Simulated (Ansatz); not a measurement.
Crystal: TaNbW.

```
CELL_PARAMETERS angstrom
0.00000 2.33712 6.88074
1.61582 0.00000 6.88074
1.61582 2.33712 0.00000
ATOMIC_POSITIONS crystal
W 0.33239 0.33239 0.66761
Ta 0.67106 0.67106 0.32894
Nb 0.99656 0.99656 0.00344
```

The cell comes from a database or a generator and needn't be the stable form of this composition.

```yaml
Program: Ansatz 0.2.0
Task: relaxation of cell and atoms
Functional: revPBE
Potentials_or_basis: Ansatz PAW
Cutoff: "420 eV (not typed: the program's choice for these potentials)"
k_mesh: 10 × 10 × 10
Occupations: fermi-dirac, width 0.05 eV
Spin: no spin polarisation
```

At the start: volume 17.32 Å³/atom.

Problem. Where does the relaxation end?

Solution. It ends after 7 steps and the volume is 17.61 Å³/atom (+1.6 %); space group Fmm2 (No. 42, to 0.05 Å).

Step by step:
| step | energy change (eV) | largest force (eV/Å) | volume (Å³) |
| --- | --- | --- | --- |
| 1 | 0.0000 | 0.2327 | 51.97 |
| 2 | -0.0135 | 0.0210 | 52.91 |
| 3 | -0.0137 | 0.0092 | 52.84 |
| 4 | -0.0138 | 0.0035 | 52.81 |
| 5 | -0.0138 | 0.0035 | 52.81 |
| 6 | -0.0138 | 0.0016 | 52.82 |
| 7 | -0.0141 | 0.0016 | 52.82 |

Final structure:
```yaml
crystal:
  lattice:
    - [0.00000, 2.33695, 6.90506]
    - [1.63666, 0.00000, 6.90506]
    - [1.63666, 2.33695, 0.00000]
  atoms:
    - { symbol: W, position: [0.33307, 0.33307, 0.66693] }
    - { symbol: Ta, position: [0.67012, 0.67012, 0.32988] }
    - { symbol: Nb, position: [0.99681, 0.99681, 0.00319] }
```

Caveat: the plane-wave basis is chosen anew once the cell has moved, so the energies of steps on either side of that aren't comparable; the PAW data sets come from PBE, with cores solved anew for the run's functional, which leaves a small shift of forces and pressure.
